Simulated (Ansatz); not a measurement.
**CH4MoO4: up Jacob's ladder to CCSD(T)**

One table from this session's results is given with a row withheld; the runs are named, their logs left out.

Program: Ansatz 0.2.0, Gaussian basis. Level of theory: functionals in def2-TZVPP, the program's frozen cores in correlated methods. These are calculated values, not measurements.

The runs, in order: LDA (SPW92), PBE-D4, revPBE-D4, BLYP-D4, r2SCAN-D4, B97M-V, PBE0-D4, B3LYP-D4, r2SCANh-D4, r2SCAN0-D4, HSE06-D4, BHLYP-D4, CAM-B3LYP-D4, LC-ωPBE, ωB97X-V, ωB97M-V, B2PLYP, PBE-QIDH; CCSD(T)/def2-SVP; CCSD(T)/def2-TZVPP; MP2/def2-QZVPP; extrapolation to the limit; RPA on PBE.

**The relaxed structure**

All runs share one geometry, relaxed beforehand with PBE0-D4 in a triple-zeta def2 set. Mo takes the def2 core potential; no spin-orbit term is included.

SMILES `C[O][Mo](=[O])(=[O])[OH]`, 10 atoms, charge 0, spin multiplicity 1.

Atoms are counted from 1 here; the program's logs count them from 0.

Bond lengths: C1–O2 1.409 Å, C1–H7 1.093 Å, C1–H8 1.094 Å, C1–H9 1.092 Å, O2–Mo3 1.847 Å, Mo3–O4 1.678 Å, Mo3–O5 1.679 Å, Mo3–O6 1.875 Å, O6–H10 0.961 Å. Angles: O2–C1–H7 109.1°, O2–C1–H8 111.2°, O2–C1–H9 108.9°, H7–C1–H8 109.3°, H7–C1–H9 109.1°, H8–C1–H9 109.3°, C1–O2–Mo3 135.3°, O2–Mo3–O4 108.6°, O2–Mo3–O5 109.3°, O2–Mo3–O6 110.0°, O4–Mo3–O5 109.4°, O4–Mo3–O6 109.2°, O5–Mo3–O6 110.3°, Mo3–O6–H10 122.8°.

Set-up of the first run:

Contents of in.yaml:

```yaml
crystal:
  periodic: [false, false, false]
  atoms:
    - {symbol: C, position_ang: [-0.337722, -1.515311, 1.020665]}
    - {symbol: O, position_ang: [-0.086361, -0.146836, 0.799591]}
    - {symbol: Mo, position_ang: [-0.109447, 0.972708, -0.669521]}
    - {symbol: O, position_ang: [-0.841892, 0.165529, -1.945857]}
    - {symbol: O, position_ang: [-0.991911, 2.353177, -0.302181]}
    - {symbol: O, position_ang: [1.642529, 1.430633, -1.154831]}
    - {symbol: H, position_ang: [0.591506, -2.005324, 1.321935]}
    - {symbol: H, position_ang: [-0.723293, -1.997177, 0.117692]}
    - {symbol: H, position_ang: [-1.070462, -1.614676, 1.824798]}
    - {symbol: H, position_ang: [2.010154, 2.306077, -1.009292]}
basis:
  gaussian: {orbitals: def2-TZVPP}
hamiltonian: {xc: lda}
output: {orbitals: {seedname: orbitals}}
```

On the command line:

```console
$ ansatz run in.yaml --threads 4 --pin off --events-out ev --progress --plain --max-ram 11315MiB
```

Among the steps run: LDA; PBE-D4 (GGA); revPBE-D4 (GGA); BLYP-D4 (GGA); r2SCAN-D4 (meta-GGA); B97M-V (meta-GGA); B3LYP-D4 (hybrid); r2SCANh-D4 (hybrid); r2SCAN0-D4 (hybrid); HSE06-D4 (hybrid); BHLYP-D4 (hybrid); CAM-B3LYP-D4 (range-separated); LC-ωPBE (range-separated); ωB97X-V (range-separated); ωB97M-V (range-separated); B2PLYP (double hybrid); PBE-QIDH (double hybrid).

One table of the session follows, with a row left open; its other results are not shown here.

It belongs to the step «Orbital energies across the functionals». 

```
  functional  HOMO (eV)  LUMO (eV)  gap (eV)
 LDA (SPW92)      -7.55      -2.91      4.64
      PBE-D4      -7.32      -2.68      4.64
   revPBE-D4      -7.24      -2.59      4.65
     BLYP-D4          ?          ?         ?
   r2SCAN-D4      -7.70      -2.64      5.05
      B97M-V      -7.78      -2.59      5.19
     PBE0-D4      -8.95      -1.94      7.01
    B3LYP-D4      -8.70      -2.18      6.52
  r2SCANh-D4      -8.31      -2.36      5.95
  r2SCAN0-D4      -9.22      -1.92      7.30
    HSE06-D4      -8.55      -2.32      6.23
    BHLYP-D4     -10.49      -1.08      9.41
CAM-B3LYP-D4     -10.40      -0.87      9.53
     LC-ωPBE     -11.70       0.32     12.03
     ωB97X-V     -11.37       0.25     11.62
     ωB97M-V     -11.30       0.22     11.52
```

**Question.** Estimate the row for BLYP-D4.

Worked estimate for «HOMO (eV)». Against the share of exact exchange, B3LYP-D4 (0.2, -8.70), BHLYP-D4 (0.5, -10.49) give a slope of -5.97 per unit share; at 0 the line stands at -7.51.

The run gave: HOMO (eV): -7.22; LUMO (eV): -2.60; gap (eV): 4.62. In «HOMO (eV)» the line misses by -0.29.
